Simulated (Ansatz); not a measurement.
**SbH₃O (SMILES [OH][SbH2]): single points off equilibrium**

The task here is to estimate one member of a computed series from the others.

Computed with Ansatz 0.2.0, Gaussian basis. Level: single points in def2-TZVPP.

Correlated methods freeze the cores. Filled d shells of the heavier atoms are correlated. Core potentials replace the inner electrons past krypton, and spin-orbit coupling is left out. B3LYP uses VWN-RPA correlation.

## Where the work starts

SMILES `[OH][SbH2]`, 5 atoms, charge 0, spin multiplicity 1.

Atoms are counted from 1 here; the program's logs count them from 0.

Bond lengths: O1–Sb2 1.999 Å, O1–H3 1.125 Å, Sb2–H4 1.645 Å, Sb2–H5 1.821 Å. Angles: Sb2–O1–H3 135.6°, O1–Sb2–H4 101.6°, O1–Sb2–H5 86.0°, H4–Sb2–H5 88.9°.

Coordinates:

```mol
H3OSb
  3D, bonds by distance, orders not assigned

  5  4  0  0  0  0  0  0  0  0999 V2000
    0.7821   -0.7322    0.6924 O   0  0
    0.0459    0.1945   -0.9191 Sb  0  0
    1.0384   -1.7938    0.9625 H   0  0
   -1.5640    0.2145   -0.5827 H   0  0
    0.2283    1.7315    0.0395 H   0  0
  1  2  8  0
  1  3  8  0
  2  4  8  0
  2  5  8  0
M  END
```

The first run:

File run/in.yaml:

```yaml
crystal:
  periodic: [false, false, false]
  atoms:
    - {symbol: O, position_ang: [0.782100, -0.732200, 0.692400]}
    - {symbol: Sb, position_ang: [0.045900, 0.194500, -0.919100]}
    - {symbol: H, position_ang: [1.038400, -1.793800, 0.962500]}
    - {symbol: H, position_ang: [-1.564000, 0.214500, -0.582700]}
    - {symbol: H, position_ang: [0.228300, 1.731500, 0.039500]}
basis:
  gaussian: {orbitals: def2-TZVPP}
correlation: {method: ccsd_t}
output: {forces: true}
```

No record of the launch command was kept for these runs.

Steps of the session up to this table: CCSD(T)/def2-TZVPP; PBE0-D4/def2-TZVPP; wB97M-V/def2-TZVPP; r2SCAN-D4/def2-TZVPP; PBE-D4/def2-TZVPP; LC-wPBE/def2-TZVPP; B3LYP-D4/def2-TZVPP.

One table of the session follows, with a row left open; its other results are not shown here.

| method | RMS force component (eV/Å) | angle to CCSD(T) forces (°) | dipole (D) |
| --- | --- | --- | --- |
| CCSD(T) | 1.912 | reference | 1.70 |
| PBE0-D4 | 1.969 | 2.6 | 1.71 |
| wB97M-V | 1.957 | 1.7 | 1.80 |
| r2SCAN-D4 | 1.904 | 3.5 | 1.67 |
| PBE-D4 | 1.825 | 8.9 | 1.63 |
| LC-wPBE | ? | ? | ? |
| B3LYP-D4 | 1.931 | 4.9 | 1.81 |

Estimate the missing values for LC-wPBE.

As computed: RMS force component (eV/Å): 2.019; angle to CCSD(T) forces (°): 4.3; dipole (D): 1.77. In the column «RMS force component (eV/Å)» it is the highest.
